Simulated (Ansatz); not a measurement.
# C2H6ClFHfIN: taking an electron away

The task here is to estimate one member of a computed series from the others.

The runs use Ansatz 0.2.0, Gaussian basis; unrestricted cation, the program's frozen cores in correlated methods.

The runs, in order: UKS PBE-D4/def2-TZVPP; UKS r2SCAN-D4/def2-TZVPP; UKS PBE0-D4/def2-TZVPP; UKS B3LYP-D4/def2-TZVPP; UKS wB97X-V/def2-TZVPP; UKS wB97M-V/def2-TZVPP; UKS B2PLYP/def2-TZVPP; UHF-CCSD(T)/def2-TZVPP; UHF-MP2/def2-QZVPP; extrapolation to the limit; then −ε(HOMO) from the neutral's earlier runs with LDA (SPW92), PBE-D4, revPBE-D4, BLYP-D4, r2SCAN-D4, B97M-V, PBE0-D4, B3LYP-D4, r2SCANh-D4, r2SCAN0-D4, HSE06-D4, BHLYP-D4, CAM-B3LYP-D4, LC-ωPBE, ωB97X-V, ωB97M-V.

## The geometry

An earlier PBE0-D4 in a triple-zeta def2 set relaxation fixed the geometry. Hf, I take the def2 core potential; no spin-orbit term is included.

SMILES `C[N](C)[Hf]([F])([Cl])[I]`, 13 atoms, charge 0, spin multiplicity 1.

Atoms are counted from 1 here; the program's logs count them from 0.

Bond lengths: C1–N2 1.448 Å, C1–H8 1.097 Å, C1–H9 1.097 Å, C1–H10 1.097 Å, N2–C3 1.443 Å, N2–Hf4 1.985 Å, C3–H11 1.097 Å, C3–H12 1.097 Å, C3–H13 1.092 Å, Hf4–F5 1.894 Å, Hf4–Cl6 2.354 Å, Hf4–I7 2.731 Å. Angles: N2–C1–H8 111.3°, N2–C1–H9 111.2°, N2–C1–H10 111.2°, H8–C1–H9 108.7°, H8–C1–H10 107.2°, H9–C1–H10 107.1°, C1–N2–C3 113.7°, C1–N2–Hf4 116.2°, C3–N2–Hf4 130.1°, N2–C3–H11 111.0°, N2–C3–H12 111.1°, N2–C3–H13 110.7°, H11–C3–H12 107.8°, H11–C3–H13 108.1°, H12–C3–H13 108.1°, N2–Hf4–F5 105.9°, N2–Hf4–Cl6 107.7°, N2–Hf4–I7 106.7° and more.

Set-up of the first run:

Input file in.yaml:

```yaml
crystal:
  periodic: [false, false, false]
  atoms:
    - {symbol: C, position_ang: [-0.076211, -0.043698, 1.437820]}
    - {symbol: N, position_ang: [0.041272, -0.220494, 0.005002]}
    - {symbol: C, position_ang: [0.549153, -1.515219, -0.381201]}
    - {symbol: Hf, position_ang: [-0.487471, 1.330128, -1.115376]}
    - {symbol: F, position_ang: [-0.355325, 0.741806, -2.910433]}
    - {symbol: Cl, position_ang: [-2.680893, 1.935024, -0.512555]}
    - {symbol: I, position_ang: [1.278736, 3.337659, -0.557371]}
    - {symbol: H, position_ang: [-0.766178, -0.776532, 1.873937]}
    - {symbol: H, position_ang: [0.899096, -0.142059, 1.930122]}
    - {symbol: H, position_ang: [-0.463280, 0.952865, 1.683375]}
    - {symbol: H, position_ang: [1.552157, -1.683158, 0.031235]}
    - {symbol: H, position_ang: [-0.102672, -2.319229, -0.016430]}
    - {symbol: H, position_ang: [0.611627, -1.597083, -1.468114]}
basis:
  gaussian: {orbitals: def2-TZVPP}
total_charge: 1
magnetization: {spin_polarized: true, initial_magnetization: 1}
hamiltonian: {xc: pbe, dispersion: d4}
```

The run is started by

```sh
> ansatz run in.yaml --threads 2 --pin off --events-out ev --progress --plain --max-ram 22528MiB --backend cuda --devices 0, --max-vram 18GiB
```

Among the steps run: Cation, UKS PBE-D4/def2-TZVPP; Cation, UKS r2SCAN-D4/def2-TZVPP; Cation, UKS PBE0-D4/def2-TZVPP; Cation, UKS B3LYP-D4/def2-TZVPP; Cation, UKS wB97X-V/def2-TZVPP; Cation, UKS wB97M-V/def2-TZVPP; Cation, UKS B2PLYP (frozen core)/def2-TZVPP; Cation, UHF-CCSD(T)/def2-TZVPP; Cation, UHF-MP2/def2-QZVPP.

One table of the session follows, with a row left open; its other results are not shown here.

It belongs to the step «Ionisation energies side by side». For comparison, −ε(HOMO) of the neutral from earlier runs:

| functional | −ε(HOMO) (eV) |
| --- | --- |
| LDA (SPW92) | 6.14 |
| PBE-D4 | 5.99 |
| revPBE-D4 | 5.93 |
| BLYP-D4 | 5.85 |
| r2SCAN-D4 | 6.24 |
| B97M-V | 6.29 |
| PBE0-D4 | 7.20 |
| B3LYP-D4 | 6.98 |
| r2SCANh-D4 | 6.69 |
| r2SCAN0-D4 | 7.38 |
| HSE06-D4 | 6.81 |
| BHLYP-D4 | ? |
| CAM-B3LYP-D4 | 8.49 |
| LC-ωPBE | 9.79 |
| ωB97X-V | 9.46 |
| ωB97M-V | 9.36 |

Estimate the missing values for BHLYP-D4.

Worked estimate for «−ε(HOMO) (eV)». Against the share of exact exchange, BLYP-D4 (0, 5.85), B3LYP-D4 (0.2, 6.98) give a slope of 5.65 per unit share; at 0.5 the line stands at 8.67.

As computed: −ε(HOMO) (eV): 8.30. In «−ε(HOMO) (eV)» the line misses by +0.37.
